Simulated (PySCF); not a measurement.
# CH3NTe: the cost of one run

Programs: PySCF 2.14.0, with routines of our own; each step states its level. All values are computed. Atoms count from 0.

### Step 1. The starting structure

6 atoms, charge 0, multiplicity 1; geometry from: GFN2-xTB.

### Step 2. Relaxing the molecule at PBE0-D3(BJ)/def2-SVP

The job: settings as JSON, then the geometry in Å.

```
{"job": {"xc": "PBE0", "basis": "def2-SVP", "d3": "d3bj", "grid": 1, "maxiter": 30, "shake": 0.01, "kind": "geom"}, "charge": 0, "multiplicity": 1}
N     -0.745440    -0.053010    -0.073340
C      0.543120     0.210560     0.064010
Te     1.965100    -1.151870    -0.084080
H     -1.432860     0.685870     0.039260
H     -1.068140    -0.979650    -0.253180
H      0.762380     1.258080     0.262660
```

The run is started by

```console
> OMP_NUM_THREADS=1 python heavy_run.py task.json out
```

The driver reads the jobs from task.json and runs them one after another.

Q: Estimate the wall time and peak memory of this first job on 1 thread of Intel Xeon Platinum 8259CL at 2.50GHz, shared host.

About 16 s, with a peak of 0.31 GiB.
